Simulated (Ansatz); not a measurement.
# TiCl2O: one species, many methods

An exercise on one series of results from a longer session: the logs are not shown, and one member is left open.

Program: Ansatz 0.2.0, Gaussian basis. Level of theory: functionals in def2-TZVPP, the program's frozen cores in correlated methods. These are calculated values, not measurements.

Levels to be run: LDA (SPW92), PBE-D4, revPBE-D4, BLYP-D4, r2SCAN-D4, B97M-V, PBE0-D4, B3LYP-D4, r2SCANh-D4, r2SCAN0-D4, HSE06-D4, BHLYP-D4, CAM-B3LYP-D4, LC-ωPBE, ωB97X-V, ωB97M-V, B2PLYP, PBE-QIDH; CCSD(T)/def2-SVP; CCSD(T)/def2-TZVPP; MP2/def2-QZVPP; extrapolation to the limit; RPA on PBE.

**Structure used throughout**

All runs share one geometry, relaxed beforehand with PBE0-D4 in a triple-zeta def2 set.

SMILES `[O]=[Ti]([Cl])[Cl]`, 4 atoms, charge 0, spin multiplicity 1.

Atoms are counted from 1 here; the program's logs count them from 0.

Bond lengths: O1–Ti2 1.581 Å, Ti2–Cl3 2.218 Å, Ti2–Cl4 2.218 Å. Angles: O1–Ti2–Cl3 115.7°, O1–Ti2–Cl4 115.7°, Cl3–Ti2–Cl4 128.6°.

Set-up of the first run:

in.yaml

```yaml
crystal:
  periodic: [false, false, false]
  atoms:
    - {symbol: O, position_ang: [0.350595, 1.058056, 1.239880]}
    - {symbol: Ti, position_ang: [0.018582, 0.054934, 0.063702]}
    - {symbol: Cl, position_ang: [1.131105, -1.864213, 0.092126]}
    - {symbol: Cl, position_ang: [-1.500282, 0.751223, -1.395707]}
basis:
  gaussian: {orbitals: def2-TZVPP}
hamiltonian: {xc: lda}
output: {orbitals: {seedname: orbitals}}
```

On the command line:

```sh
$ ansatz run in.yaml --threads 4 --pin off --events-out ev --progress --plain --max-ram 10444MiB
```

Steps of the session up to this table: LDA; PBE-D4 (GGA); revPBE-D4 (GGA); BLYP-D4 (GGA); r2SCAN-D4 (meta-GGA); B97M-V (meta-GGA); B3LYP-D4 (hybrid); r2SCANh-D4 (hybrid); r2SCAN0-D4 (hybrid); HSE06-D4 (hybrid); BHLYP-D4 (hybrid); CAM-B3LYP-D4 (range-separated); LC-ωPBE (range-separated); ωB97X-V (range-separated); ωB97M-V (range-separated); B2PLYP (double hybrid); PBE-QIDH (double hybrid).

One table of the session follows, with a row left open; its other results are not shown here.

It belongs to the step «Orbital energies across the functionals». 

```
  functional  HOMO (eV)  LUMO (eV)  gap (eV)
 LDA (SPW92)      -8.09      -5.15      2.94
      PBE-D4      -7.91      -4.87      3.04
   revPBE-D4      -7.84      -4.72      3.12
     BLYP-D4      -7.75      -4.87      2.88
   r2SCAN-D4      -8.27      -4.78      3.49
      B97M-V      -8.34      -4.87      3.47
     PBE0-D4      -9.35      -3.92      5.43
    B3LYP-D4      -9.07      -4.30      4.77
  r2SCANh-D4      -8.80      -4.42      4.39
  r2SCAN0-D4      -9.60      -3.86      5.73
    HSE06-D4      -8.94      -4.30      4.64
    BHLYP-D4     -10.64      -3.06      7.58
CAM-B3LYP-D4     -10.71      -2.99      7.73
     LC-ωPBE          ?          ?         ?
     ωB97X-V     -11.74      -1.77      9.96
     ωB97M-V     -11.58      -1.92      9.67
```

Estimate the missing values for LC-ωPBE.

As computed: HOMO (eV): -12.12; LUMO (eV): -1.61; gap (eV): 10.51. In the column «HOMO (eV)» it is the lowest.
